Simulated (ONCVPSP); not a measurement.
# F: the cost of one run

Method: ONCVPSP 4.0.1.1 (patched build), PBEsol, scalar-relativistic.

## 1. The atom and the settings

Typed settings, in words:

```json
{
  "element": "fluorine (F, Z = 9)",
  "type": "optimised norm-conserving Vanderbilt (ONCV)",
  "frozen core": "[He]",
  "valence charge": "7",
  "reference configuration": "2s2 2p4 (charge +1)",
  "partial waves": "2s: rc 0.85 bohr, ncon 4, nbas 8, qcut 6 1/bohr, 1 projector; 2p: rc 1.10 bohr, ncon 4, nbas 7, qcut 9.8 1/bohr, 1 projector",
  "local potential": "polynomial inside 0.85 bohr (lpopt 5, dvloc0 2 Ha)",
  "core correction": "not asked for"
}
```

The nodes and maxima of the atom's own shells, from an earlier all-electron run, set the scale for the radii.

All-electron outer shells of the reference configuration (PBEsol, scalar-relativistic, ld1.x):

| shell | level (eV) | outermost node (bohr) | outermost maximum (bohr) |
| --- | --- | --- | --- |
| 1s | -681.88 | – | 0.11 |
| 2s | -47.18 | 0.24 | 0.75 |
| 2p | -28.22 | – | 0.68 |

## 2. The generation run

File F.dat:

```
# ATOM AND REFERENCE CONFIGURATION
# atsym  z   nc   nv     iexc    psfile
  F 9.00    1    2  -116133      upf
#
#   n    l    f
    1    0    2.00
    2    0    2.00
    2    1    4.00
#
# PSEUDOPOTENTIAL AND OPTIMIZATION
# lmax
    1
#
#   l,   rc,      ep,       ncon, nbas, qcut
    0    0.85    0.00    4    8    6.00
    1    1.10    0.00    4    7    9.80
#
# LOCAL POTENTIAL
# lloc, lpopt,  rc(5),   dvloc0
    4    5    0.85    2.00
#
# VANDERBILT-KLEINMAN-BYLANDER PROJECTORs
# l, nproj, debl
    0    1    2.50
    1    1    1.30
#
# MODEL CORE CHARGE
# icmod, fcfact, rcfact
    0    0.00    0.00
#
# LOG DERIVATIVE ANALYSIS
# epsh1, epsh2, depsh
   -3.00    5.00    0.02
#
# OUTPUT GRID
# rlmax, drl
    6.00    0.01
#
# TEST CONFIGURATIONS
# ncnf
    4
# nvcnf
#   n    l    f
    2
    2    0    2.00
    2    1    5.00
#
    2
    2    0    2.00
    2    1    3.00
#
    2
    2    0    2.00
    2    1    2.00
#
    2
    2    0    1.00
    2    1    6.00
#
```

On the command line:

```bash
$ oncvpsp.x < F.dat > F.out
```

**Question.** How long does this run take on 1 thread of Neoverse-N1, shared host?

About 2 s.
